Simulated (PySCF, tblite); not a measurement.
**C3H6NSi radical: geometry, infrared bands and EPR parameters**

Wanted: the infrared bands and EPR parameters of C3H6NSi radical (`[CH]1N=CC[SiH2]1`), by calculation.

The runs use tblite 0.8.0 and PySCF 2.14.0, with density-fitted response routines of our own; the level of theory stands in each step. All values are computed, except where a source is named. Atoms count from 0, in the outputs and in this text.

### Step 1. The starting structure

11 atoms, charge 0, multiplicity 2; geometry from: force field or distance geometry start.

Bonds of the start (Å): C0–N1 1.43, N1–C2 1.20, C2–C3 1.48, C3–Si4 1.88, Si4–C0 1.89, C0–H5 1.12, C2–H6 1.14, C3–H7 1.09, C3–H8 1.13, Si4–H9 1.45, Si4–H10 1.45.

### Step 2. Optimising the geometry with GFN2-xTB

The job: settings as JSON, then the geometry in Å.

```
{"job": {"kind": "relax", "xc": "GFN2-xTB", "basis": "xTB"}, "charge": 0, "multiplicity": 2}
C      0.582800     0.077000     1.576600
N     -0.720400     0.579200     1.286300
C     -1.232000     0.477900     0.202500
C     -0.515600    -0.170200    -0.916300
Si     1.211200    -0.021100    -0.199500
H      0.577500    -0.974300     1.959600
H     -2.275600     0.889700    -0.005600
H     -0.616000     0.356900    -1.869500
H     -0.804800    -1.256800    -1.011800
H      2.022900    -1.197500    -0.419900
H      1.775500     1.241600    -0.628600
```

The run is started by

```
$ OMP_NUM_THREADS=1 python probes_run.py task.json out
```

This one command runs all jobs of the session in turn.

**Question.** This job is followed by: GFN2-xTB harmonic vibrations, gas phase; UKS B3LYP, pcH-1 on C H N Si, non-relativistic, mean-field spin-orbit, GIAO. Predict these results of the whole session: strongest single infrared mode (GFN2-xTB); zero-point energy (GFN2-xTB); g(iso) (B3LYP); ⟨S²⟩; largest a(iso) (averaged by class); potential on the surface of density 0.002 e/bohr³, 1st and 99th percentile.

As calculated:

| quantity | value |
| --- | --- |
| strongest single infrared mode (GFN2-xTB) | 2233 cm⁻¹, 385 km/mol |
| zero-point energy (GFN2-xTB) | 48.6 kcal/mol |
| g(iso) (B3LYP) | 2.00243 |
| ⟨S²⟩ | 0.770 (exact 0.75) |
| largest a(iso) (averaged by class) | 13C on C0, 65.5 MHz |
| potential on the surface of density 0.002 e/bohr³, 1st and 99th percentile | -1.69 V and 1.25 V |

Relaxing lowered the energy by 1.252 eV in 59 steps; the close pair that moved most is C0–N1, from 1.426 to 1.326 Å. All 27 modes are real, so the xTB geometry is a minimum. The strongest single mode, at 2233 cm⁻¹, moves mainly H10. GFN2-xTB is a fitted tight-binding method: band positions and strengths are rough. Its intensities can rank the bands wrongly. The largest spin populations lie on C0 (0.67 e), C2 (0.55 e). The isotropic g lies 0.1 ppt above the free-electron value. These values are for one conformer; the search (at its own cheap level) found 1 more, at 0.39 kcal/mol, and measured spectra average over such forms.
